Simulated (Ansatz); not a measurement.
# CH₇AlBNO: a ladder of functionals and wavefunction methods

Aim: compute CH₇AlBNO with functionals from several rungs and with coupled cluster. The yardstick is the atomisation energy at the CCSD(T) limit.

Method: functionals in def2-TZVPP, the program's frozen cores in correlated methods; program: Ansatz 0.2.0, Gaussian basis.

The runs, in order: PBE-D4, r2SCAN-D4, PBE0-D4, B3LYP-D4, ωB97X-V, ωB97M-V, B2PLYP; CCSD(T)/def2-TZVPP; MP2/def2-QZVPP; extrapolation to the limit.

## (1) The geometry

All runs share one geometry, relaxed beforehand with PBE0-D4 in a triple-zeta def2 set.

12 atoms, charge 0, spin multiplicity 1.

Atoms are counted from 1 here; the program's logs count them from 0.

Bond lengths: B1–N2 1.397 Å, B1–H6 1.196 Å, B1–H7 1.195 Å, N2–C3 1.410 Å, N2–H8 1.011 Å, C3–O4 1.568 Å, C3–Al5 1.960 Å, C3–H9 1.086 Å, O4–Al5 1.929 Å, O4–H10 0.964 Å, Al5–H11 1.581 Å, Al5–H12 1.592 Å. Angles: N2–B1–H6 118.5°, N2–B1–H7 118.7°, H6–B1–H7 122.8°, B1–N2–C3 125.9°, B1–N2–H8 119.3°, C3–N2–H8 114.5°, N2–C3–O4 110.2°, N2–C3–Al5 122.8°, N2–C3–H9 110.4°, O4–C3–Al5 65.2°, O4–C3–H9 103.8°, Al5–C3–H9 126.4°, C3–O4–Al5 67.3°, C3–O4–H10 108.8°, Al5–O4–H10 124.1°, C3–Al5–O4 47.5°, C3–Al5–H11 123.1°, C3–Al5–H12 112.1° and more.

## (2) PBE-D4 (GGA)

in.yaml

```yaml
crystal:
  periodic: [false, false, false]
  atoms:
    - {symbol: B, position_ang: [-2.184415, 0.215901, 0.152102]}
    - {symbol: N, position_ang: [-0.834154, 0.485321, -0.085860]}
    - {symbol: C, position_ang: [0.160505, -0.469623, -0.381459]}
    - {symbol: O, position_ang: [1.023955, -0.765900, 0.893521]}
    - {symbol: Al, position_ang: [2.058785, -0.009266, -0.547939]}
    - {symbol: H, position_ang: [-2.543909, -0.924550, 0.171638]}
    - {symbol: H, position_ang: [-2.931786, 1.133073, 0.321961]}
    - {symbol: H, position_ang: [-0.525391, 1.445823, -0.146814]}
    - {symbol: H, position_ang: [-0.292709, -1.428744, -0.615816]}
    - {symbol: H, position_ang: [0.672219, -0.256114, 1.632396]}
    - {symbol: H, position_ang: [3.145872, -1.013538, -1.103229]}
    - {symbol: H, position_ang: [2.327927, 1.532416, -0.256602]}
basis:
  gaussian: {orbitals: def2-TZVPP}
hamiltonian: {xc: pbe, dispersion: d4}
output: {forces: true, orbitals: {seedname: orbitals}}
```

On the command line:

```
ansatz run in.yaml --threads 4 --pin off --events-out ev --progress --plain --max-ram 10444MiB
```

Further steps of the session: r2SCAN-D4 (meta-GGA); PBE0-D4 (hybrid); B3LYP-D4 (hybrid); ωB97X-V (range-separated); ωB97M-V (range-separated); B2PLYP (double hybrid); CCSD(T) in def2-TZVPP; MP2 in def2-QZVPP.

**Question.** What will the summary of the whole plan be? Wanted: atomisation energy, CCSD(T)/CBS; farthest; mean size of error, hybrid; mean size of error, range-separated; gap, smallest and largest; T1 diagnostic; triples share of the correlation energy.

As calculated:

| quantity | value |
| --- | --- |
| atomisation energy, CCSD(T)/CBS | 43.073 eV |
| functionals within 0.215 eV (0.5 %) | r2SCAN-D4, PBE0-D4, B3LYP-D4 |
| farthest | PBE-D4 (+0.796 eV) |
| mean size of error, hybrid | 0.109 eV |
| mean size of error, range-separated | 0.270 eV |
| gap, smallest and largest | 4.52 eV (PBE-D4), 11.17 eV (ωB97X-V) |
| T1 diagnostic | 0.0133 |
| triples share of the correlation energy | 3.7 % |

What this shows: PBE-D4 misses by +0.796 eV. Double hybrids carry the basis error of their MP2 part in triple zeta, and no dispersion term here, so their miss is partly the set-up's. Misses under about 0.215 eV are within the doubt on the reference itself, which lacks core-valence correlation, relativity and higher excitations. Hartree-Fock recovers 72 % of the binding; the rest is correlation. The gap grows from 4.5 to 11.2 eV across the functionals, mostly with the share of exact exchange.
